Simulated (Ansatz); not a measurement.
# GeH5O: the cost of one run

All numbers below are computed with Ansatz 0.2.0 (UKS PBE0-D4/def2-TZVP).

### 1 The structure to begin with

Bond lengths: Ge1–H2 1.800 Å, Ge1–H3 1.550 Å, Ge1–H4 1.549 Å, Ge1–H5 1.549 Å, O6–H7 1.010 Å. Angles: H2–Ge1–H3 109.5°, H2–Ge1–H4 109.5°, H2–Ge1–H5 109.5°, H3–Ge1–H4 109.5°, H3–Ge1–H5 109.5°, H4–Ge1–H5 109.5°.

Coordinates:

```xyz
7

Ge    0.0000    0.0000    0.0000
H     0.0000    0.0000    1.8000
H     1.4616    0.0000   -0.5162
H    -0.7300    1.2648   -0.5162
H    -0.7300   -1.2648   -0.5162
O     0.0000    0.0000    3.1100
H    -0.5144   -0.8011    3.4471
```

### 2 Pulling towards end A

Springs on the bonds that form and break draw the guess towards this end; the thresholds are loose.

File input.yaml:

```yaml
crystal:
  periodic: [false, false, false]
  atoms:
    - { symbol: Ge, position_ang: [0.0, 0.0, 0.0] }
    - { symbol: H, position_ang: [0.0, 0.0, 1.8] }
    - { symbol: H, position_ang: [1.4616, 0.0, -0.5162] }
    - { symbol: H, position_ang: [-0.73, 1.2648, -0.5162] }
    - { symbol: H, position_ang: [-0.73, -1.2648, -0.5162] }
    - { symbol: O, position_ang: [0.0, 0.0, 3.11] }
    - { symbol: H, position_ang: [-0.5144, -0.8011, 3.4471] }
magnetization:
  spin_polarized: true
  initial_magnetization: 1
basis:
  gaussian: { orbitals: def2-TZVP }
hamiltonian:
  xc: pbe0
  dispersion: d4
relax:
  f_tol: 0.15
  max_steps: 25
  restrain:
    - { distance: [1, 5], at: 2.21, k: 30.0 }
    - { distance: [0, 1], at: 1.55, k: 30.0 }
```

Run with:

```
> ansatz run input.yaml --threads 4 --pin off --max-ram 5120MiB --backend cpu --events-out ev --progress --plain --runs-dir out
```

What time and memory should one allow on 4 threads of Arm Neoverse V1, shared host?

About 15 s, with a peak of 0.34 GiB.
